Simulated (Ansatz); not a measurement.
## BH₄ISi, SMILES [SiH3]BI: vertical and adiabatic energies of changing the electron count

Computed with Ansatz 0.2.0 through its Python package.

The script reads `bh4isi.xyz`:
```text
7

Si   -0.65210    0.43440   -0.20320
B     0.79230   -0.51410    0.51890
I     2.01610   -1.74310   -0.81510
H    -1.57370   -0.44750   -0.83970
H    -0.20710    1.41690   -1.24660
H    -1.37450    1.23500    0.86090
H     1.06040   -0.44960    1.67910
```

`adiabatic_bh4isi.py`:
```python
'''How BH4ISi relaxes after losing an electron.'''

import warnings

import ansatz as az
import numpy as np

warnings.simplefilter('ignore', az.DeckWarning)

system = az.Crystal.molecule_from_extxyz('bh4isi.xyz')

job = system.calculation()
job = job.basis(gaussian='def2-SVP')
job = job.functional('pbe')
symbols = [site.symbol for site in system.cartesian_sites]
start = np.array([site.position_ang for site in system.cartesian_sites], dtype=float)
rep = job.relax(force_tolerance=0.01, max_steps=100).run(threads=1, pin='off').report
end = np.array(rep['positions_ang'])

minimum = az.Crystal.molecule()
for symbol, place in zip(symbols, end):
    minimum = minimum.atom(symbol, place.tolist())
ion = minimum.calculation()
ion = ion.basis(gaussian='def2-SVP')
ion = ion.functional('pbe').charge(1)
ion = ion.spin('collinear', total=1)
vertical = ion.run(threads=1, pin='off').report
settled = ion.relax(force_tolerance=0.01, max_steps=80).run(threads=1, pin='off').report
print(f'vertical ionisation energy   {vertical["free_energy_ev"] - rep["free_energy_ev"]:.3f} eV')
print(f'adiabatic, no zero point     {settled["free_energy_ev"] - rep["free_energy_ev"]:.3f} eV')
print(f'relaxation energy of the ion {vertical["free_energy_ev"] - settled["free_energy_ev"]:.3f} eV')
ionised = np.array(settled['positions_ang'])
print('final positions (A) and the move of each atom')
for symbol, xyz, old in zip(symbols, ionised, end):
    print(f'{symbol:2s} {xyz[0]:10.5f} {xyz[1]:10.5f} {xyz[2]:10.5f}   {np.linalg.norm(xyz - old):7.4f}')
```

```console
$ python adiabatic_bh4isi.py
vertical ionisation energy   9.258 eV
adiabatic, no zero point     8.983 eV
relaxation energy of the ion 0.275 eV
final positions (A) and the move of each atom
Si   -0.80078    0.47758   -0.28955    0.1211
B     0.98211   -0.46361    0.41955    0.1927
I     1.52724   -2.27370   -0.35259    0.8204
H    -1.47937   -0.35062   -1.32955    0.4853
H    -0.18232    1.75370   -0.78437    0.5607
H    -1.52144    0.57957    1.02428    0.7210
H     1.53597    0.20907    1.26654    0.9183
```

Notes:
- The energies are electronic: no zero-point or thermal terms, and the basis set is short of its limit. The product may relax into another structure. Each relaxation finds its nearest minimum, which needn't be the lowest.
- def2 sets replace the cores of elements past krypton by effective core potentials.
- It ran for 97 s on 1 thread of Arm Neoverse V1, on a shared host, peak memory 0.23 GiB.
